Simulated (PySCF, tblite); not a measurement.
# C₂H₁₀NSi₄ radical: geometry, infrared bands and EPR parameters

Wanted: the infrared bands and EPR parameters of C₂H₁₀NSi₄ radical (`[SiH3]C#C[SiH]N([SiH3])[SiH3]`), by calculation.

Programs: tblite 0.8.0 and PySCF 2.14.0, with density-fitted response routines of our own. Each step states its level of theory. These are calculated values for one molecule in the gas phase, unless marked as measured. Atoms count from 0, in the outputs and in this text.

## 1. The starting structure

17 atoms, charge 0, multiplicity 2; geometry from: force field or distance geometry start.

Bonds of the start (Å): Si0–C1 1.84, C1–C2 1.19, C2–Si3 1.85, Si3–N4 1.73, N4–Si5 1.74, N4–Si6 1.73, Si0–H7 1.46, Si0–H8 1.49, Si0–H9 1.47, Si3–H10 1.46, Si5–H11 1.48, Si5–H12 1.48, Si5–H13 1.46, Si6–H14 1.48, Si6–H15 1.47, Si6–H16 1.49.

## 2. Optimising the geometry with GFN2-xTB

What the job is given:

```
{"job": {"kind": "relax", "xc": "GFN2-xTB", "basis": "xTB"}, "charge": 0, "multiplicity": 2}
Si     4.069900    -0.264800     0.766300
C      2.407000    -0.028100     0.011800
C      1.333500     0.113500    -0.473400
Si    -0.329600     0.366300    -1.247400
N     -1.609000     0.224200    -0.085200
Si    -2.428100    -1.292200     0.138100
Si    -2.018300     1.569500     0.923000
H      4.004400    -1.342900     1.745200
H      4.549300     1.011700     1.361600
H      5.061900    -0.617000    -0.263000
H     -0.448400    -0.438100    -2.459900
H     -3.879300    -1.024400    -0.016000
H     -2.021300    -2.316900    -0.843900
H     -2.249000    -1.850500     1.476900
H     -0.792100     2.264000     1.375400
H     -2.823200     2.519600     0.151000
H     -2.834700     1.118300     2.078900
```

The run is started by

```bash
$ OMP_NUM_THREADS=1 python probes_run.py task.json out
```

One launch serves the whole session: the jobs run in the order shown.

Output:

```text
step      E/eV     max force
  0    -521.41187    3.729
  1    -521.29073    5.919
  2    -521.50665    0.848
  3    -521.51690    0.319
  4    -521.52376    0.451
  5    -521.53869    0.330
  6    -521.54772    0.297
  7    -521.55546    0.237
  8    -521.55889    0.176
  9    -521.56136    0.138
 10    -521.56338    0.129
 11    -521.56560    0.146
 12    -521.56750    0.138
 13    -521.56890    0.097
 14    -521.56984    0.062
 15    -521.57054    0.056
 16    -521.57115    0.066
 17    -521.57181    0.066
 18    -521.57246    0.066
 19    -521.57304    0.056
 20    -521.57358    0.058
 21    -521.57411    0.058
 22    -521.57455    0.056
 23    -521.57482    0.034
 24    -521.57500    0.031
 25    -521.57522    0.040
 26    -521.57555    0.049
 27    -521.57593    0.053
 28    -521.57619    0.036
 29    -521.57633    0.027
 30    -521.57645    0.030
 31    -521.57669    0.046
 32    -521.57703    0.057
 33    -521.57736    0.040
 34    -521.57752    0.025
 35    -521.57759    0.023
 36    -521.57767    0.027
 37    -521.57780    0.033
 38    -521.57797    0.033
 39    -521.57810    0.030
 40    -521.57818    0.020
 41    -521.57822    0.020
 42    -521.57827    0.017
 43    -521.57833    0.023
 44    -521.57841    0.027
 45    -521.57850    0.024
 46    -521.57859    0.023
 47    -521.57864    0.014
 48    -521.57867    0.013
 49    -521.57870    0.016
 50    -521.57875    0.025
 51    -521.57884    0.037
 52    -521.57897    0.038
 53    -521.57910    0.025
 54    -521.57918    0.022
 55    -521.57924    0.019
 56    -521.57930    0.023
 57    -521.57936    0.021
 58    -521.57941    0.020
 59    -521.57947    0.020
 60    -521.57954    0.016
 61    -521.57959    0.018
 62    -521.57963    0.013
 63    -521.57966    0.013
 64    -521.57971    0.023
 65    -521.57980    0.038
 66    -521.57998    0.050
 67    -521.58022    0.046
 68    -521.58043    0.030
 69    -521.58058    0.027
 70    -521.58070    0.024
 71    -521.58090    0.033
 72    -521.58131    0.043
 73    -521.58213    0.068
 74    -521.58208    0.128
 75    -521.58353    0.053
 76    -521.58418    0.050
 77    -521.58513    0.076
 78    -521.58583    0.094
 79    -521.58651    0.081
 80    -521.58741    0.087
 81    -521.58779    0.028
 82    -521.58797    0.023
 83    -521.58843    0.048
 84    -521.58878    0.061
 85    -521.58953    0.082
 86    -521.59026    0.066
 87    -521.59102    0.070
 88    -521.59117    0.073
 89    -521.59168    0.061
 90    -521.59184    0.041
 91    -521.59222    0.033
 92    -521.59257    0.045
 93    -521.59308    0.047
 94    -521.59347    0.058
 95    -521.59355    0.056
 96    -521.59379    0.028
 97    -521.59389    0.022
 98    -521.59410    0.030
 99    -521.59421    0.035
100    -521.59432    0.027
101    -521.59440    0.022
102    -521.59448    0.026
103    -521.59454    0.024
104    -521.59458    0.021
105    -521.59462    0.016
106    -521.59464    0.021
107    -521.59467    0.016
108    -521.59470    0.014
109    -521.59478    0.019
110    -521.59483    0.026
111    -521.59489    0.028
112    -521.59494    0.019
113    -521.59498    0.013
114    -521.59503    0.019
115    -521.59511    0.030
116    -521.59522    0.043
117    -521.59536    0.044
118    -521.59550    0.030
119    -521.59564    0.028
120    -521.59577    0.026
121    -521.59570    0.076
122    -521.59597    0.038
123    -521.59604    0.030
124    -521.59622    0.033
125    -521.59631    0.033
126    -521.59648    0.035
127    -521.59675    0.026
128    -521.59682    0.016
129    -521.59684    0.015
130    -521.59687    0.015
131    -521.59695    0.018
132    -521.59701    0.024
133    -521.59714    0.029
134    -521.59726    0.023
135    -521.59735    0.018
136    -521.59740    0.017
137    -521.59745    0.014
138    -521.59749    0.018
139    -521.59755    0.015
140    -521.59762    0.017
141    -521.59766    0.012
142    -521.59770    0.013
143    -521.59774    0.014
144    -521.59778    0.013
145    -521.59782    0.014
146    -521.59787    0.016
147    -521.59792    0.017
148    -521.59798    0.015
149    -521.59804    0.014
150    -521.59809    0.015
151    -521.59815    0.014
152    -521.59819    0.014
153    -521.59824    0.013
154    -521.59828    0.019
155    -521.59834    0.020
156    -521.59841    0.017
157    -521.59847    0.014
158    -521.59850    0.011
159    -521.59853    0.010
160    -521.59856    0.010
```

Wall time 2.5 s (1 thread of Arm Neoverse N1, shared host); peak memory 0.18 GiB.

Along the way: (not every step is listed) (the energy doesn't fall at every step)

```
step  energy from step 0 (eV)  largest force (eV/Å)
   0                   0.0000                3.7294
   1                   0.1211                5.9195
   2                  -0.0948                0.8485
   3                  -0.1050                0.3190
   4                  -0.1119                0.4506
   5                  -0.1268                0.3303
   6                  -0.1359                0.2974
   7                  -0.1436                0.2368
   8                  -0.1470                0.1756
  22                  -0.1627                0.0558
  36                  -0.1658                0.0268
  50                  -0.1669                0.0250
  64                  -0.1678                0.0229
  78                  -0.1740                0.0941
  92                  -0.1807                0.0448
 106                  -0.1828                0.0206
 120                  -0.1839                0.0264
 134                  -0.1854                0.0230
 148                  -0.1861                0.0151
 155                  -0.1865                0.0198
 156                  -0.1865                0.0171
 157                  -0.1866                0.0142
 158                  -0.1866                0.0112
 159                  -0.1867                0.0104
 160                  -0.1867                0.0097
```

Close pairs (by a distance rule), those that changed most:

```
   bond  before (Å)  after (Å)  change (Å)
  C1–C2       1.187      1.222      +0.036
 C2–Si3       1.852      1.818      -0.034
Si6–H16       1.485      1.462      -0.023
Si5–H11       1.484      1.461      -0.023
 Si0–H8       1.488      1.468      -0.020
Si6–H14       1.480      1.465      -0.015
Si5–H12       1.476      1.462      -0.014
 N4–Si6       1.730      1.744      +0.014
```

The next job starts from the end point, and lists it.

## 3. Vibrational analysis with GFN2-xTB

What the job is given:

```
{"job": {"kind": "ir", "xc": "GFN2-xTB", "basis": "xTB"}, "charge": 0, "multiplicity": 2}
Si     4.094552    -0.127054     0.724455
C      2.415600    -0.027575    -0.022177
C      1.292301    -0.040077    -0.503309
Si    -0.346807     0.250384    -1.234459
N     -1.694495     0.171316    -0.125527
Si    -2.495338    -1.338551     0.211024
Si    -1.964342     1.540504     0.920779
H      4.108412    -1.178715     1.749158
H      4.439963     1.159179     1.341524
H      5.045912    -0.446696    -0.344678
H     -0.667592    -0.465235    -2.464073
H     -3.924718    -1.055971     0.320603
H     -2.217476    -2.221817    -0.920622
H     -1.976466    -1.924326     1.448344
H     -1.113351     1.460259     2.110213
H     -1.628586     2.718212     0.120779
H     -3.374568     1.538193     1.307518
```

Output:

```text
mode    cm-1     km/mol
  1      10.3      0.03
  2      13.5      0.05
  3      36.7      1.01
  4      61.9      0.69
  5      62.4      0.30
  6     108.8      3.33
  7     140.9      5.44
  8     197.2      3.92
  9     201.4      0.49
 10     220.5      2.99
 11     240.7     14.16
 12     286.3     13.49
 13     373.5     64.33
 14     446.4     13.90
 15     517.4     56.42
 16     521.9     30.98
 17     538.5     75.87
 18     545.3      2.09
 19     572.7     41.00
 20     593.0     43.59
 21     594.5    132.73
 22     630.8    182.00
 23     755.9     38.67
 24     774.6    134.57
 25     777.0    192.05
 26     781.7    197.20
 27     785.3    745.13
 28     792.6     75.44
 29     798.8    226.96
 30     804.5    789.94
 31     828.2    278.54
 32     910.4    123.29
 33     961.5    428.61
 34     970.5    557.37
 35    2115.0    421.74
 36    2208.8    384.86
 37    2222.0    300.32
 38    2230.0     98.79
 39    2240.1    234.76
 40    2244.4    323.18
 41    2252.0    430.76
 42    2260.1     86.31
 43    2263.5    196.46
 44    2275.7    659.52
 45    2276.8    483.86
```

It took 1.5 s on 1 thread of Arm Neoverse N1, shared host; peak memory 0.18 GiB.

Which atoms move in the most intense modes:

```
cm⁻¹  km/mol                                   atoms
 785   745.1               H9 34 %, H8 31 %, H7 16 %
 804   789.9  H12 22 %, H15 18 %, H13 15 %, H14 14 %
 962   428.6                       N4 74 %, Si6 11 %
 970   557.4                       N4 69 %, Si3 11 %
2115   421.7                        C1 50 %, C2 48 %
2252   430.8  H15 32 %, H16 24 %, H11 14 %, H13 13 %
2276   659.5                      H10 63 %, H12 29 %
2277   483.9                      H11 74 %, H16 16 %
```

## 4. EPR parameters: B3LYP/pcH-1

Same as in step 3 but for these lines:

```diff
@@ -1,2 +1,2 @@
-{"job": {"kind": "ir", "xc": "GFN2-xTB", "basis": "xTB"}, "charge": 0, "multiplicity": 2}
+{"job": {"kind": "epr", "basis": "pcH-1"}, "charge": 0, "multiplicity": 2}
 Si     4.094552    -0.127054     0.724455
```

Method: UKS B3LYP, pcH-1 on C H N Si, non-relativistic, mean-field spin-orbit, GIAO.

Output:

```text
UKS, coarse grid
  cycle   1  E = -1294.87207552  |g| = 4.85e-01
  cycle   2  E = -1294.73358731  |g| = 7.06e-01
  cycle   3  E = -1294.96523440  |g| = 1.07e-01
  cycle   4  E = -1294.96871925  |g| = 5.84e-02
  cycle   5  E = -1294.97018412  |g| = 2.52e-02
  cycle   6  E = -1294.97046347  |g| = 1.04e-02
  cycle   7  E = -1294.97052539  |g| = 1.55e-03
  cycle   8  E = -1294.97052918  |g| = 4.55e-04
UKS, final grid
  cycle   1  E = -1294.97051269  |g| = 3.19e-04
  cycle   2  E = -1294.97051284  |g| = 2.56e-04
  cycle   3  E = -1294.97051290  |g| = 1.46e-04
  cycle   4  E = -1294.97051292  |g| = 1.48e-04
  cycle   5  E = -1294.97051296  |g| = 5.40e-05
  cycle   6  E = -1294.97051296  |g| = 1.74e-05
E = -1294.97051296 Eh   <S^2> = 0.7555 (exact 0.7500)
g shifts (ppm)      1          2          3
  rmc          -146       -146       -146
  gc             37         36         43
  oz_so       -1837        -97        868
  total       -1946       -207        766
hyperfine (MHz)  atom isotope    a_iso     a_fc   dipolar eigenvalues
    0  29Si       9.19       9.21     -0.44     -0.18      0.62
    1   13C      17.31      17.41    -15.98    -13.74     29.73
    2   13C      31.07      31.06    -11.93     -0.55     12.48
    3  29Si    -511.77    -512.89   -156.74     77.98     78.77
    4   14N      12.58      12.57     -2.33     -1.98      4.31
    5  29Si     -37.35     -37.38     -5.05      2.24      2.81
    6  29Si     -23.58     -23.60     -2.50      1.18      1.32
    7    1H      11.55      11.55     -0.94     -0.66      1.60
    8    1H      14.84      14.84     -1.02     -0.57      1.59
    9    1H       0.18       0.18     -0.90     -0.84      1.74
   10    1H      37.88      37.87     -8.71      0.37      8.35
   11    1H       7.10       7.10     -0.98     -0.68      1.66
   12    1H       4.70       4.70     -1.84     -0.80      2.64
   13    1H       7.31       7.31     -1.07     -0.72      1.79
   14    1H      -0.15      -0.15     -1.26     -1.10      2.36
   15    1H       0.71       0.71     -3.51     -2.09      5.60
   16    1H       6.29       6.29     -1.10     -0.84      1.94
```

Run time: 4.2 min. Hardware: 1 thread of Arm Neoverse N1, shared host; peak memory 1.1 GiB.

Principal g values 2.00037, 2.00211, 2.00309; g(iso) = 2.00186, against 2.00232 for a free electron.

Hyperfine couplings; where a row names several nuclei, a(iso) is their mean (it holds for fast rotation or exchange) and the dipolar term the largest among them:

```
                      nuclei  isotope  a(iso) (MHz)  a(iso) (G, at g = 2.0023)  largest dipolar term (MHz)
                         Si3     29Si        -511.8                     -182.6                      -156.7
                         H10       1H          37.9                       13.5                        -8.7
                          C2      13C          31.1                       11.1                        12.5
                    Si5, Si6     29Si         -30.5                      -10.9                        -5.0
                          C1      13C          17.3                        6.2                        29.7
                          N4      14N          12.6                        4.5                         4.3
                         Si0     29Si           9.2                        3.3                         0.6
                  H7, H8, H9       1H           8.9                        3.2                         1.7
H11, H12, H13, H14, H15, H16       1H           4.3                        1.5                         5.6
```

Mulliken spin populations:

Si0 -0.01; C1 0.21; C2 -0.11; Si3 0.87; N4 0.01; Si5 0.01; Si6 0.00; H7 0.01; H8 0.01; H9 0.00; H10 0.00; H11 0.00; H12 0.00; H13 0.01; H14 0.00; H15 0.00; H16 0.00

In first order the couplings over 0.8 MHz of 1H, 14N give 162 distinct lines over 41.2 G, if the averaged nuclei exchange fast.

Orbitals, density, ELF and potential are computed afterwards from the orbital file.

ELF in a plane through or near 5 of the atoms.

Ten even steps from '0' (0.00) to '9' (1.00):
```
0000000000000000000000000000
0000000000000000000000000000
0000000000000000000000000000
0000000000000001100010000000
0000145200000268722797000000
0001899800000489945999300000
0005999910000289705999600000
0004999910110026323999100000
0001899722431001322661000000
0000225167664004762000000000
0002528387675105784399840000
0016871177665102631499980000
0016874135555100208199970000
0002431002322000363368730000
0000000000000000999810000000
0000000000000001999910000000
0000000000000000999910000000
0000000000000000277300000000
0000000000000000000000000000
0000000000000000000000000000
```
The map spans 15.2 Å across and 10.2 Å up, centred on the molecule. Atoms in the plane (x, y in Å): Si0 (-4.1, 0.0), Si6 (1.9, 1.7), H8 (-4.5, 1.5), H12 (2.3, -2.5), H16 (3.3, 1.9).

log10 of the density (e/Å³) in the same plane.

Ten even steps from ' ' (-4.0) to '@' (1.4):
```
                                                        
                                                        
                            ..::::::......              
        ........        ..::::----------::::..          
      ..::::--::..      ..--==++++++======--::..        
    ..::--====--::..  ..::--==**********++==::..        
    ..--==++**++--::::::::==++**####**##**++--::        
    ::--++**##**====--------==****##**##**==--::        
    ::==++**##**++++======--==++********++==::..        
  ..::==++**%%##******++++====++******++====--::..      
  ..--==++**@@%%####****++====**####******++==--..      
  ..--==****************++====++**####**##**==--::      
  ..::==++++++++++++++++++====++**##@@####**==--..      
    ::--==================----==++**##**++++--::..      
    ..::::::::::::::----::::--==++####**==--::..        
      ....................::::--++****++==::....        
                          ....::==++++==--..            
                              ..::----::..              
                                ..::::....              
                                                        
```
The map spans 15.2 Å across and 10.2 Å up, centred on the molecule. Atoms in the plane (x, y in Å): Si0 (-4.1, 0.0), Si6 (1.9, 1.7), H8 (-4.5, 1.5), H12 (2.3, -2.5), H16 (3.3, 1.9).

On the surface of density 0.002 e/bohr³ the electrostatic potential runs, from the 1st to the 99th percentile, from -0.63 V near C2 to 1.40 V near H12.

The spin density lies nearest to Si3 54 %; C1 14 %; H10 13 %; C2 7 % (both signs).

## 5. Outcome

| quantity | value |
| --- | --- |
| strongest single infrared mode (GFN2-xTB) | 804 cm⁻¹, 790 km/mol |
| zero-point energy (GFN2-xTB) | 59.2 kcal/mol |
| g(iso) (B3LYP) | 2.00186 |
| ⟨S²⟩ | 0.756 (exact 0.75) |
| largest a(iso) (averaged by class) | 29Si on Si3, -511.8 MHz |
| surface potential, 1st and 99th percentile | -0.63 V and 1.40 V |

**Reading.** Over 160 steps the energy fell by 0.187 eV; of the close pairs, C1–C2 changed most, 1.187 to 1.222 Å. No mode is imaginary among the 45: a minimum at this level. The strongest single mode, at 804 cm⁻¹, has its largest shares on H12, H15, H13 and H14 (the list is cut at 4 atoms). GFN2-xTB is a fitted tight-binding method: band positions and strengths are rough. Its intensities can rank the bands wrongly. Si3 carries the largest spin population, 0.87 e. The isotropic g lies 0.5 ppt below the free-electron value.
